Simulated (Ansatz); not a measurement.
Relaxation of a periodic cell of 21 atoms, Sr4Al8Ge8H (host SrAl2Ge2, host structure P-3m1, interstitial H), to a largest force component of 0.03 eV/Å in at most 60 steps.

Method: DFT PBEsol, scalar-relativistic, plane waves, PAW (Ansatz 0.2.0). Settings: cutoff 420 eV, k mesh 2x2x2, gaussian smearing 0.1 eV, no spin polarisation.

```xyz
21
Lattice="-4.2280 -7.3230 0.0000 6.3419 -3.6615 0.0000 0.0000 0.0000 7.4707" Properties=species:S:1:pos:R:3
Sr 0.000 -7.323 0.000
Al 2.114 -6.103 2.810
Al 0.000 -4.882 4.661
Ge 2.114 -6.103 5.423
Ge 0.000 -4.882 2.047
Sr -2.114 -3.662 0.000
Al 0.000 -2.441 2.810
Al 4.228 -4.882 4.661
Ge 0.000 -2.441 5.423
Ge 4.228 -4.882 2.047
Sr 2.114 -3.662 0.000
Al 4.228 -2.441 2.810
Al 2.114 -1.221 4.661
Ge 4.228 -2.441 5.423
Ge 2.114 -1.221 2.047
Sr 0.000 0.000 0.000
Al -2.114 -6.103 2.810
Al 2.114 -8.544 4.661
Ge -2.114 -6.103 5.423
Ge 2.114 -8.544 2.047
H -4.163 -7.290 5.009
```

**Question.** Where does it end, and by what steps?

**Answer.** It converged. Limits of this set-up: odd electron count without spin. After 8 steps the energy has fallen by 0.146 eV; H21 moved furthest, 0.67 Å.

```
step  energy less start (eV)  largest force component (eV/Å)  accepted
   0                  0.0000                           0.276       yes
   1                 -0.0270                           0.339       yes
   2                 -0.0582                           0.115       yes
   3                 -0.0812                           0.091       yes
   4                 -0.1072                           0.115       yes
   5                 -0.1129                           0.483       yes
   6                 -0.1374                           0.124       yes
   7                 -0.1453                           0.034       yes
   8                 -0.1458                           0.016       yes
```

```xyz
21
Lattice="-4.2280 -7.3230 0.0000 6.3419 -3.6615 0.0000 0.0000 0.0000 7.4707" Properties=species:S:1:pos:R:3
Sr -0.028 -7.294 -0.001
Al 2.080 -6.079 2.817
Al -0.005 -4.876 4.640
Ge 2.095 -6.088 5.431
Ge -0.025 -4.864 2.034
Sr -2.147 -3.639 -0.003
Al -0.035 -2.435 2.816
Al 4.189 -4.873 4.644
Ge -0.049 -2.447 5.422
Ge 4.199 -4.866 2.043
Sr 2.079 -3.647 -0.001
Al 4.200 -2.421 2.808
Al 2.105 -1.211 4.622
Ge 4.201 -2.422 5.429
Ge 2.084 -1.199 2.053
Sr -0.023 0.018 -0.012
Al -2.134 -6.069 2.817
Al 2.089 -8.509 4.644
Ge -2.131 -6.051 5.422
Ge 2.088 -8.520 2.043
H -3.627 -7.675 5.106
```

The run took 41 s on 4 threads of Arm Neoverse V1, with other jobs on the host, peak memory 1.4 GiB.
